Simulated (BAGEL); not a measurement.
**B2H2S2O (SMILES SB1OBS1): HF/STO-3G (density fitting with qzvpp-jkfit)**

What is the vertical singlet–triplet gap of B2H2S2O at HF/STO-3G (density fitting with qzvpp-jkfit)? 

Program for the calculation: BAGEL 1.2.2.

2 further runs of the same task are left out: 2 set aside as unsound or not needed.

**1. Starting point**

B2H2S2O: 7 atoms, total charge 0, spin state singlet. SMILES: `SB1OBS1`. Geometry: relaxed at PBE0-D4/def2-TZVP. This is one conformer, not always the lowest.

Bond lengths: S1–B2 1.781 Å, B2–O3 1.394 Å, O3–B4 1.387 Å, B2–S5 1.841 Å, B4–S5 1.832 Å, S1–H6 1.345 Å, B4–H7 1.189 Å. Angles: S1–B2–O3 127.3°, S1–B2–S5 130.2°, O3–B2–S5 102.6°, B2–O3–B4 89.7°, O3–B4–S5 103.3°, B2–S5–B4 64.5°, B2–S1–H6 94.6°, O3–B4–H7 125.5°, S5–B4–H7 131.2°.

**2. The energy at HF/STO-3G (density fitting with qzvpp-jkfit)**

hf.json reads:

```json
{ "bagel": [

{
  "title": "molecule",
  "basis": "sto-3g",
  "df_basis": "qzvpp-jkfit",
  "angstrom": true,
  "geometry": [
    { "atom": "S", "xyz": [   -1.594700,    0.794600,    1.402500 ] },
    { "atom": "B", "xyz": [   -0.211900,    0.312100,    0.389500 ] },
    { "atom": "O", "xyz": [   -0.181400,   -0.697300,   -0.571400 ] },
    { "atom": "B", "xyz": [    1.146800,   -0.395600,   -0.834200 ] },
    { "atom": "S", "xyz": [    1.501400,    0.981700,    0.321000 ] },
    { "atom": "H", "xyz": [   -2.432400,   -0.120800,    0.882800 ] },
    { "atom": "H", "xyz": [    1.833600,   -0.942500,   -1.636000 ] }
  ]
},
{ "title": "hf" },
{ "title": "print", "file": "orbitals.molden", "orbitals": true }

]}
```

Started as:

```sh
BAGEL_NUM_THREADS=1 BAGEL hf.json > hf.out
```

What it wrote:

```text
* using 1 threads per process

  ===============================================================
  ===============================================================

  *** Geometry ***

  { "atom" : "S", "xyz" : [     -3.013546,      1.501576,      2.650341 ] },
  { "atom" : "B", "xyz" : [     -0.400433,      0.589784,      0.736048 ] },
  { "atom" : "O", "xyz" : [     -0.342796,     -1.317706,     -1.079790 ] },
  { "atom" : "B", "xyz" : [      2.167138,     -0.747576,     -1.576410 ] },
  { "atom" : "S", "xyz" : [      2.837235,      1.855144,      0.606602 ] },
  { "atom" : "H", "xyz" : [     -4.596570,     -0.228279,      1.668250 ] },
  { "atom" : "H", "xyz" : [      3.465002,     -1.781067,     -3.091592 ] },

  Number of auxiliary basis functions:      519

  Since a DF basis is specified, we compute 2- and 3-index integrals:
    o Being stored without compression. Storage requirement is 0.005 GB

  Number of basis functions:       35
  Number of electrons      :       52

    * METHOD: MOLECULE                             0.20

  *** RHF ***

  === Nuclear Repulsion ===
   231.6052928254

      * DIIS with orbital gradients will be used.

  === RHF iteration (sto-3g) ===
      0       -910.13242705          0.01777247           0.03
      1       -910.25067933          0.00698741           0.03
      2       -910.26754758          0.00099400           0.03
      3       -910.26822698          0.00017288           0.02
      4       -910.26825051          0.00006855           0.03
      5       -910.26825553          0.00002360           0.03
      6       -910.26825606          0.00000560           0.03
      7       -910.26825609          0.00000223           0.03
      8       -910.26825609          0.00000058           0.03
      9       -910.26825609          0.00000015           0.03
     10       -910.26825609          0.00000005           0.03
     11       -910.26825609          0.00000001           0.03
     12       -910.26825609          0.00000001           0.03
    * SCF iteration converged.

    * Permanent dipole moment:
           (    0.259495,     0.188834,     0.072245) a.u.

    * METHOD: HF                                   0.43

    * METHOD: PRINT                                0.00

  ===============================================================
```

Run time: 0.92 s. Hardware: 1 thread of Intel Xeon Platinum 8488C (Sapphire Rapids), shared host; peak memory 0.08 GiB.

**3. The triplet**

hf.json reads:

```json
{ "bagel" : [

{
  "title" : "molecule",
  "basis" : "sto-3g",
  "df_basis" : "qzvpp-jkfit",
  "angstrom" : true,
  "geometry" : [
    { "atom" : "S", "xyz" : [   -1.594700,    0.794600,    1.402500 ] },
    { "atom" : "B", "xyz" : [   -0.211900,    0.312100,    0.389500 ] },
    { "atom" : "O", "xyz" : [   -0.181400,   -0.697300,   -0.571400 ] },
    { "atom" : "B", "xyz" : [    1.146800,   -0.395600,   -0.834200 ] },
    { "atom" : "S", "xyz" : [    1.501400,    0.981700,    0.321000 ] },
    { "atom" : "H", "xyz" : [   -2.432400,   -0.120800,    0.882800 ] },
    { "atom" : "H", "xyz" : [    1.833600,   -0.942500,   -1.636000 ] }
  ]
},
{ "title" : "uhf", "charge" : 0, "nopen" : 2 },
{ "title" : "print", "file" : "orbitals.molden", "orbitals" : true }

]}
```

Started as:

```sh
BAGEL_NUM_THREADS=1 BAGEL hf.json > hf.out
```

What it wrote:

```text
* using 1 threads per process

  ===============================================================
  ===============================================================

  *** Geometry ***

  { "atom" : "S", "xyz" : [     -3.013546,      1.501576,      2.650341 ] },
  { "atom" : "B", "xyz" : [     -0.400433,      0.589784,      0.736048 ] },
  { "atom" : "O", "xyz" : [     -0.342796,     -1.317706,     -1.079790 ] },
  { "atom" : "B", "xyz" : [      2.167138,     -0.747576,     -1.576410 ] },
  { "atom" : "S", "xyz" : [      2.837235,      1.855144,      0.606602 ] },
  { "atom" : "H", "xyz" : [     -4.596570,     -0.228279,      1.668250 ] },
  { "atom" : "H", "xyz" : [      3.465002,     -1.781067,     -3.091592 ] },

  Number of auxiliary basis functions:      519

  Since a DF basis is specified, we compute 2- and 3-index integrals:
    o Being stored without compression. Storage requirement is 0.005 GB

  Number of basis functions:       35
  Number of electrons      :       52

    * METHOD: MOLECULE                             0.28

  *** Open-shell HF ***

  === Nuclear Repulsion ===
   231.6052928254

      * DIIS with orbital gradients will be used.

  === UHF iteration (sto-3g) ===
      0       -909.91722479          0.03247084           0.06
      1       -910.03305363          0.02138987           0.06
      2       -910.07336512          0.01081929           0.05
      3       -910.08775456          0.00270000           0.05
      4       -910.09297406          0.00099825           0.05
      5       -910.09397424          0.00040760           0.05
      6       -910.09411785          0.00019523           0.05
      7       -910.09417792          0.00013962           0.05
      8       -910.09422589          0.00011111           0.05
      9       -910.09427568          0.00010898           0.05
     10       -910.09439791          0.00009194           0.05
     11       -910.09451030          0.00008679           0.05
     12       -910.09455061          0.00009409           0.05
     13       -910.09466957          0.00010029           0.06
     14       -910.09481643          0.00006922           0.06
     15       -910.09491284          0.00021513           0.05
     16       -910.09488827          0.00037072           0.05
     17       -910.09493363          0.00010735           0.05
     18       -910.09493936          0.00000479           0.05
     19       -910.09493977          0.00000673           0.05
     20       -910.09493991          0.00000157           0.05
     21       -910.09493998          0.00000168           0.05
     22       -910.09494000          0.00000088           0.05
     23       -910.09494002          0.00000026           0.05
     24       -910.09494002          0.00000010           0.05
     25       -910.09494002          0.00000008           0.05
     26       -910.09494002          0.00000004           0.05
     27       -910.09494002          0.00000002           0.05
     28       -910.09494002          0.00000001           0.07
     29       -910.09494002          0.00000001           0.05
    * SCF iteration converged.

    * S^2 (UHF) is 2.0271

    * Permanent dipole moment:
           (    0.106431,    -0.817889,    -0.815141) a.u.

    * METHOD: UHF                                  1.68

    * METHOD: PRINT                                0.00

  ===============================================================
```

Wall time 2.3 s (1 thread of Intel Xeon Platinum 8488C (Sapphire Rapids), shared host); peak memory 0.08 GiB.

**4. Outcome**

At HF/STO-3G (density fitting with qzvpp-jkfit):

```
                                        quantity          value
                           singlet: total energy  -910.26826 Eh
                          singlet: dipole moment         0.84 D
                            singlet: HOMO energy       -7.36 eV
                            singlet: LUMO energy        6.81 eV
                          singlet: HOMO–LUMO gap       14.17 eV
                           triplet: total energy  -910.09494 Eh
                          triplet: dipole moment         2.95 D
                                   triplet: ⟨S²⟩          2.027
vertical energy of the triplet above the singlet       4.716 eV
```

In words: At this shape the triplet lies 4.72 eV (455 kJ/mol) above the singlet. In a minimal basis such a difference can be off by several eV, whatever the method.
